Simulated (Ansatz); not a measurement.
**CH7GaSSi: small, medium and large basis sets**

One table from this session's results is given with a row withheld; the runs are named, their logs left out.

Method: one geometry, several basis sets; program: Ansatz 0.2.0, Gaussian basis.

The runs, in order: PBE0-D4/def2-SVP; ωB97M-V/def2-SVP; PBE0-D4/def2-QZVPP; ωB97M-V/def2-QZVPP; the functionals' def2-TZVPP values are taken from earlier runs.

### The relaxed structure

All runs share one geometry, relaxed beforehand with PBE0-D4 in a triple-zeta def2 set.

SMILES `S[SiH2][CH2][GaH2]`, 11 atoms, charge 0, spin multiplicity 1.

Atoms are counted from 1 here; the program's logs count them from 0.

Bond lengths: S1–Si2 2.144 Å, S1–H5 1.344 Å, Si2–C3 1.857 Å, Si2–H6 1.487 Å, Si2–H7 1.488 Å, C3–Ga4 1.972 Å, C3–H8 1.095 Å, C3–H9 1.094 Å, Ga4–H10 1.570 Å, Ga4–H11 1.570 Å. Angles: Si2–S1–H5 94.6°, S1–Si2–C3 114.2°, S1–Si2–H6 103.2°, S1–Si2–H7 109.9°, C3–Si2–H6 111.3°, C3–Si2–H7 109.4°, H6–Si2–H7 108.6°, Si2–C3–Ga4 113.5°, Si2–C3–H8 108.2°, Si2–C3–H9 108.1°, Ga4–C3–H8 108.8°, Ga4–C3–H9 109.2°, H8–C3–H9 108.8°, C3–Ga4–H10 119.7°, C3–Ga4–H11 119.4°, H10–Ga4–H11 120.9°.

Set-up of the first run:

File in.yaml:

```yaml
crystal:
  periodic: [false, false, false]
  atoms:
    - {symbol: S, position_ang: [-1.339217, 2.640012, 0.423698]}
    - {symbol: Si, position_ang: [0.131722, 1.080626, 0.417552]}
    - {symbol: C, position_ang: [-0.478056, -0.538628, -0.257996]}
    - {symbol: Ga, position_ang: [0.828589, -2.005601, -0.085125]}
    - {symbol: H, position_ang: [-1.489079, 2.653469, -0.911802]}
    - {symbol: H, position_ang: [0.503580, 0.960365, 1.851861]}
    - {symbol: H, position_ang: [1.330371, 1.517198, -0.348909]}
    - {symbol: H, position_ang: [-0.714732, -0.399250, -1.317663]}
    - {symbol: H, position_ang: [-1.394129, -0.807058, 0.276379]}
    - {symbol: H, position_ang: [1.865987, -2.262427, -1.235197]}
    - {symbol: H, position_ang: [0.820366, -2.895706, 1.207704]}
basis:
  gaussian: {orbitals: def2-SVP}
hamiltonian: {xc: pbe0, dispersion: d4}
output: {orbitals: {seedname: orbitals}}
```

The run is started by

```sh
$ ansatz run in.yaml --threads 4 --pin off --events-out ev --progress --plain --max-ram 10444MiB
```

Steps of the session up to this table: PBE0-D4 in def2-SVP; ωB97M-V in def2-SVP; PBE0-D4 in def2-QZVPP; ωB97M-V in def2-QZVPP.

One of the session's tables, all rows but one given; the rest of the session is left out.

It belongs to the step «Density functionals: the series». 

| functional | basis | HOMO (eV) | LUMO (eV) |
| --- | --- | --- | --- |
| PBE0-D4 | def2-SVP | -7.17 | -1.73 |
| PBE0-D4 | def2-TZVPP | -7.29 | -1.76 |
| PBE0-D4 | def2-QZVPP | ? | ? |
| ωB97M-V | def2-SVP | -9.30 | -0.01 |
| ωB97M-V | def2-TZVPP | -9.45 | -0.08 |
| ωB97M-V | def2-QZVPP | -9.47 | -0.23 |

Q: Estimate the row for PBE0-D4, def2-QZVPP from the others.

The run gave: HOMO (eV): -7.31; LUMO (eV): -1.79. In the column «HOMO (eV)» it lies between ωB97M-V, def2-SVP (-9.30) and PBE0-D4, def2-TZVPP (-7.29).
